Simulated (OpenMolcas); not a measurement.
# Ag⁴⁺ among point charges: CASSCF and CASPT2 levels and susceptibility

How does a field of 5 point charges split the states of Ag⁴⁺, and what χT follows?

Method: state-averaged CASSCF and CASPT2, spin-orbit coupling by RASSI with atomic mean-field integrals. Code: OpenMolcas 26.06.

**1. What is computed**

```
Species                           : Ag⁴⁺ (silver, Z = 47, 43 electrons)
Basis                             : ANO-RCC-VTZP [7s6p4d2f1g], 68 functions
Scalar Hamiltonian                : DKH2, point nucleus
Inactive shells                   : 1s 2s 2p 3s 3p 3d 4s 4p
Active space                      : 7 electrons in 5 orbitals (4d)
Some configurations of this space : 4d7
Orbitals                          : optimised for each spin and parity, averaged over all roots
```

Outer shells as boxes (Hund's rule):

4d7
```
4d [↑↓][↑↓][↑ ][↑ ][↑ ]
```

The ion sits among 5 point charges of -1.6 e arranged as a trigonal bipyramid (D3h), 2.23 Å from the ion, with the axial distance 2.408 Å.

The work runs as a chain of OpenMolcas steps in one folder; each step below is one input file. Labels, J, g values, rates, χT and fits are worked out afterwards by a script from the matrices that RASSI stores.

**2. Basis and integrals**

a.inp

```
&GATEWAY
Coord
1

Ag 0.0 0.0 0.0
Basis=ANO-RCC-VTZP
Group=NoSym
NoMove
AngMom=0.0 0.0 0.0
AMFI
XField
5 Angstrom 0
2.230000 0.000000 0.000000 -1.600000
-1.115000 1.931237 0.000000 -1.600000
-1.115000 -1.931237 0.000000 -1.600000
0.000000 0.000000 2.408400 -1.600000
0.000000 0.000000 -2.408400 -1.600000
&SEWARD
```

Run with:

```bash
$ OMP_NUM_THREADS=1 MOLCAS_MEM=1689 MOLCAS_PROJECT=a pymolcas a.inp > a.log
```

**3. Reference wave functions, quartets, 10 roots**

a.inp

```
&RASSCF
FileOrb=start.orb
Symmetry=1
Spin=4
nActEl=7 0 0
Inactive=18
Ras2=5
CIRoot=10 10 1
SDav=10
CIMx=300
Iter=120 100
PrWF=0.3
OrbListing=Nothing
MaxOrb=0
>>> COPY $Project.JobIph JOB001
```

start.orb holds the contracted functions of the basis, ordered by shell, or the orbitals of the step before.

**4. CASSCF: doublets, 40 roots**

a.inp

```
&RASSCF
FileOrb=start.orb
Symmetry=1
Spin=2
nActEl=7 0 0
Inactive=18
Ras2=5
CIRoot=40 40 1
SDav=40
CIMx=300
Iter=120 100
PrWF=0.3
OrbListing=Nothing
MaxOrb=0
>>> COPY $Project.JobIph JOB002
```

**5. State interaction with spin-orbit coupling**

a.inp

```
&RASSI
NrOfJobIphs=2 10 40
1 2 3 4 5 6 7 8 9 10
1 2 3 4 5 6 7 8 9 10 11 12 13 14 15 16 17 18 19 20 21 22 23 24 25 26 27
28 29 30 31 32 33 34 35 36 37 38 39 40
IphNames
JOB001
JOB002
EJob
SpinOrbit
DIPRint=1.0
SOCoupling=1000.0
Subsets=2
Property=9
'ANGMOM' 1 'ANGMOM' 2 'ANGMOM' 3 'MLTPL  1' 1 'MLTPL  1' 2 'MLTPL  1' 3
'AMFI' 1 'AMFI' 2 'AMFI' 3
SOProperty=3
'ANGMOM' 1 'ANGMOM' 2 'ANGMOM' 3
```

**6. CASPT2: IPEA 0.25, imaginary shift 0.1 (closed shells correlated: 4s 4p)**

a.inp

```
>>> COPY JOB001 $Project.JobIph
&CASPT2
Multistate=10 1 2 3 4 5 6 7 8 9 10
NoMult
Frozen=14
IPEA=0.25
Imaginary=0.1
MaxIter=60
WThr=0.0 0.3 0.05
PrWF=0.5
NoMix
>>> COPY JOB002 $Project.JobIph
&CASPT2
Multistate=40 1 2 3 4 5 6 7 8 9 10 11 12 13 14 15 16 17 18 19 20 21 22
23 24 25 26 27 28 29 30 31 32 33 34 35 36 37 38 39 40
NoMult
Frozen=14
IPEA=0.25
Imaginary=0.1
MaxIter=60
WThr=0.0 0.3 0.05
PrWF=0.5
NoMix
```

(Steps that only read results are left out.)

**Question.** What will these runs give? Wanted: spin-free ground state; first state of the same spin within the active space; lowest level; next level.

As calculated:

| quantity | value |
| --- | --- |
| method | SS-CASPT2, IPEA 0.25, imaginary shift 0.1 (closed shells correlated: 4s 4p) |
| spin-free ground state | 4A2, 1-fold in its orbital part |
| first state of the same spin within the active space | 4A2 at 9.75 cm⁻¹ |
| lowest level | 2-fold E3/2, g = 0.00, 0.00, 11.95 |
| next level | 281.9 cm⁻¹ |
| χT at 300 K | 4.89 cm³ K/mol |
| effective moment at 300 K | 6.26 μB |

Cost by method:

```csv
method,time of its own steps,time with the reference
A. CASSCF,11 s,11 s
"B. SS-CASPT2, IPEA 0.25, imaginary shift 0.1, +4s 4p",12 s,23 s
```

Times are of one thread on a shared host.

What this shows: The spin-free ground state (4A2) comes to 100 % from free-ion F terms and keeps the highest spin of the shell. χT at 300 K is 4.89, against 1.88 cm³ K/mol for the spin alone, so orbital moment adds to it. An active space of the d shell alone favours high spin; real ions in strong fields can be low spin. CASPT2 does not keep the components of a term degenerate, and the means are used. The field of point charges can differ much from that of real complexes. With metal d orbitals alone active, the gaps between spin states are rough; where two lie within a few thousand cm-1, their order is open. This is an electrostatic model: the charges have no orbitals.
